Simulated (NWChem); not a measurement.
**As2 (SMILES [As]#[As]) at B3LYP/6-31G(d) (spherical functions)**

What is the vertical electron affinity of As2 at B3LYP/6-31G* (spherical functions)? 

The results are computed with NWChem 7.3.0.

7 further runs of the same task are left out: 7 set aside as unsound or not needed.

## 1. Starting point

As2: 2 atoms, total charge 0, spin state singlet. As SMILES, `[As]#[As]`. Geometry: relaxed at PBE0-D4/def2-TZVP.

Bond lengths: As1–As2 2.089 Å.

## 2. Energy and forces at B3LYP/6-31G(d) (spherical functions)

calc.nw reads:

```
start calc
title "As2 gradient"
memory stack 880 mb heap 220 mb global 1100 mb
geometry units angstrom noautosym nocenter noautoz
 As     0.000000     0.000000     0.002480
 As     0.000000     0.000000     2.091490
end
basis spherical bse
 * library 6-31G*
end
dft
 xc b3lyp
 mult 1
 grid xfine
 convergence energy 1e-08
 maxiter 100
 mulliken
end
task dft gradient
```

Command:

```sh
$ nwchem calc.nw > calc.out
```

Output:

```text
[...]
          Wavefunction type:  closed shell.
          No. of atoms     :     2
          No. of electrons :    66
[...]
          Charge           :     0
          Spin multiplicity:     1
[...]
          AO basis - number of functions:    64
[...]
              XC Information
              --------------
                         B3LYP Method XC Potential
                     Hartree-Fock (Exact) Exchange  0.200
                        Slater Exchange Functional  0.800 local
                    Becke 1988 Exchange Functional  0.720 non-local
              Lee-Yang-Parr Correlation Functional  0.810
                  VWN I RPA Correlation Functional  0.190 local
[...]
 d= 0,ls=0.0,diis     1  -4471.2458820973 -4.75D+03  9.30D-03  1.68D-01     1.4
[...]
 d= 0,ls=0.0,diis     7  -4471.2646465578 -4.39D-10  1.30D-06  6.71D-09     6.8
         Total DFT energy =    -4471.264646557837
      One electron energy =    -6777.508027666815
           Coulomb energy =     2196.515249400314
    Exchange-Corr. energy =     -166.131736918423
 Nuclear repulsion energy =      275.859868627087
[...]
      Total Density - Mulliken Population Analysis
     ---------------------------------------------
    Atom       Charge   Shell Charges
 -----------   ------   -------------------------------------------------------
    1 As  33    33.00   2.00  2.00  6.00  2.00  5.98  1.58  2.29  0.34  0.75  6.89  2.94  0.23
    2 As  33    33.00   2.00  2.00  6.00  2.00  5.98  1.58  2.29  0.34  0.75  6.89  2.94  0.23
[...]
  wavefunction    = closed shell
                         DFT ENERGY GRADIENTS
    atom               coordinates                        gradient
                 x          y          z           x          y          z
   1 As      0.000000   0.000000   0.004687    0.000000   0.000000   0.016859
   2 As      0.000000   0.000000   3.952343   -0.000000  -0.000000  -0.016859
[...]
```

Wall time 9.6 s (1 thread of Intel Xeon 6975P-C (Granite Rapids), shared host); peak memory 0.12 GiB.

## 3. The doublet anion: a single-point energy at UB3LYP/6-31G(d) (spherical functions)

as2.nw reads:

```
start as2
title "As2"
memory total 2200 mb
charge -1

geometry noautosym nocenter noautoz
  As       0.000000       0.000000       0.002480
  As       0.000000       0.000000       2.091490
end

basis spherical bse
  As library 6-31G*
end

dft
  xc b3lyp
  mult 2
  grid xfine
  convergence energy 1e-08
  iterations 100
  mulliken
  print low
end

task dft
```

Command:

```sh
$ nwchem as2.nw > as2.out
```

Output:

```text
[...]
 d= 0,ls=0.0,diis     1  -4470.8452690122 -4.75D+03  2.93D-02  2.41D+00     1.6
[...]
 d= 0,ls=0.0,diis     8  -4471.2826514843  9.09D-13  8.22D-07  1.41D-09     9.3
[...]
         Total DFT energy =    -4471.282651484322
      One electron energy =    -6793.794429127232
           Coulomb energy =     2213.037517676774
    Exchange-Corr. energy =     -166.385608660951
 Nuclear repulsion energy =      275.859868627087
[...]
      Total Density - Mulliken Population Analysis
     ---------------------------------------------
    Atom       Charge   Shell Charges
 -----------   ------   -------------------------------------------------------
    1 As  33    33.50   2.00  2.00  6.00  2.00  5.98  1.49  2.37  0.43  1.18  6.89  2.93  0.23
    2 As  33    33.50   2.00  2.00  6.00  2.00  5.98  1.49  2.37  0.43  1.18  6.89  2.93  0.23
[...]
      <S2> =      0.7519 (Exact =     0.7500)
[...]
```

It took 9.9 s on 1 thread of Intel Xeon 6975P-C (Granite Rapids), shared host; peak memory 0.12 GiB.

## 4. Summary of results

At B3LYP/6-31G* (spherical functions):

| quantity | value |
| --- | --- |
| singlet As2: total energy | -4471.26465 Eh |
| singlet As2: dipole moment | 0.00 D |
| singlet As2: HOMO energy | -7.23 eV |
| singlet As2: LUMO energy | -2.80 eV |
| singlet As2: HOMO–LUMO gap | 4.43 eV |
| singlet As2: largest force on an atom | 0.867 eV/Å |
| doublet anion: total energy | -4471.28265 Eh |
| doublet anion: ⟨S²⟩ | 0.752 |
| vertical electron affinity (to the doublet anion) | 0.490 eV |

**Reading.** At fixed nuclei the extra electron is bound by 0.49 eV (47.3 kJ/mol). The basis has no diffuse functions, so the error can be as large as this value. The largest force (singlet As2) is 0.87 eV/Å: the shape isn't a stationary point for this species at this level.
